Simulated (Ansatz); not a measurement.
# C₄GeN₄O₄: up Jacob's ladder to CCSD(T)

An exercise on one series of results from a longer session: the logs are not shown, and one member is left open.

The runs use Ansatz 0.2.0, Gaussian basis; functionals in def2-TZVPP, the program's frozen cores in correlated methods.

The runs, in order: LDA (SPW92), PBE-D4, revPBE-D4, BLYP-D4, r2SCAN-D4, B97M-V, PBE0-D4, B3LYP-D4, r2SCANh-D4, r2SCAN0-D4, HSE06-D4, BHLYP-D4, CAM-B3LYP-D4, LC-ωPBE, ωB97X-V, ωB97M-V, B2PLYP, PBE-QIDH; CCSD(T)/def2-SVP; CCSD(T)/def2-TZVPP; MP2/def2-QZVPP; extrapolation to the limit; RPA on PBE.

## The relaxed structure

The geometry comes from an earlier relaxation with PBE0-D4 in a triple-zeta def2 set; it is a stationary point, not always the lowest conformer.

SMILES `O=C=[N][Ge]([N]=C=O)([N]=C=O)[N]=C=O`, 13 atoms, charge 0, spin multiplicity 1.

Atoms are counted from 1 here; the program's logs count them from 0.

Bond lengths: O1–C2 1.158 Å, C2–N3 1.208 Å, N3–Ge4 1.802 Å, Ge4–N5 1.802 Å, Ge4–N8 1.796 Å, Ge4–N11 1.796 Å, N5–C6 1.207 Å, C6–O7 1.158 Å, N8–C9 1.206 Å, C9–O10 1.159 Å, N11–C12 1.206 Å, C12–O13 1.159 Å. Angles: O1–C2–N3 175.8°, C2–N3–Ge4 135.2°, N3–Ge4–N5 108.5°, N3–Ge4–N8 110.6°, N3–Ge4–N11 110.6°, N5–Ge4–N8 110.4°, N5–Ge4–N11 110.4°, N8–Ge4–N11 106.4°, Ge4–N5–C6 136.4°, N5–C6–O7 175.8°, Ge4–N8–C9 136.7°, N8–C9–O10 175.9°, Ge4–N11–C12 136.8°, N11–C12–O13 175.9°.

Set-up of the first run:

The input, in.yaml:

```yaml
crystal:
  periodic: [false, false, false]
  atoms:
    - {symbol: O, position_ang: [-0.957413, 2.739736, 2.290370]}
    - {symbol: C, position_ang: [-0.953700, 1.734090, 1.716476]}
    - {symbol: N, position_ang: [-1.023437, 0.663526, 1.161568]}
    - {symbol: Ge, position_ang: [-0.039990, -0.199996, -0.076858]}
    - {symbol: N, position_ang: [1.351541, 0.849643, -0.535536]}
    - {symbol: C, position_ang: [2.285970, 0.780087, -1.296647]}
    - {symbol: O, position_ang: [3.206033, 0.790250, -2.000163]}
    - {symbol: N, position_ang: [-1.036461, -0.584196, -1.520635]}
    - {symbol: C, position_ang: [-2.048400, -0.164349, -2.025171]}
    - {symbol: O, position_ang: [-3.011335, 0.181256, -2.568793]}
    - {symbol: N, position_ang: [0.547066, -1.770890, 0.564997]}
    - {symbol: C, position_ang: [0.743695, -2.258212, 1.650589]}
    - {symbol: O, position_ang: [0.956932, -2.795546, 2.654605]}
basis:
  gaussian: {orbitals: def2-TZVPP}
hamiltonian: {xc: lda}
output: {orbitals: {seedname: orbitals}}
```

Command:

```console
$ ansatz run in.yaml --threads 4 --pin off --events-out ev --progress --plain --max-ram 66560MiB --backend cuda --devices 0, --max-vram 37GiB
```

Steps of the session up to this table: LDA; PBE-D4 (GGA); revPBE-D4 (GGA); BLYP-D4 (GGA); r2SCAN-D4 (meta-GGA); B97M-V (meta-GGA); B3LYP-D4 (hybrid); r2SCANh-D4 (hybrid); r2SCAN0-D4 (hybrid); HSE06-D4 (hybrid); BHLYP-D4 (hybrid); CAM-B3LYP-D4 (range-separated); LC-ωPBE (range-separated); ωB97X-V (range-separated); ωB97M-V (range-separated); B2PLYP (double hybrid); PBE-QIDH (double hybrid).

One table of the session follows, with a row left open; its other results are not shown here.

| functional | HOMO (eV) | gap (eV) |
| --- | --- | --- |
| LDA (SPW92) | -8.06 | 5.39 |
| PBE-D4 | -7.81 | 5.47 |
| revPBE-D4 | -7.72 | 5.51 |
| BLYP-D4 | -7.67 | 5.42 |
| r2SCAN-D4 | -8.14 | 6.05 |
| B97M-V | -8.14 | 6.20 |
| PBE0-D4 | -9.25 | 7.94 |
| B3LYP-D4 | -8.99 | 7.38 |
| r2SCANh-D4 | -8.68 | 6.96 |
| r2SCAN0-D4 | -9.49 | 8.33 |
| HSE06-D4 | -8.85 | 7.16 |
| BHLYP-D4 | -10.59 | 10.41 |
| CAM-B3LYP-D4 | -10.62 | 10.42 |
| LC-ωPBE | ? | ? |
| ωB97X-V | -11.57 | 12.60 |
| ωB97M-V | -11.47 | 12.40 |

Estimate the missing values for LC-ωPBE.

The run gave: HOMO (eV): -11.95; gap (eV): 13.03. In the column «HOMO (eV)» it is the lowest.
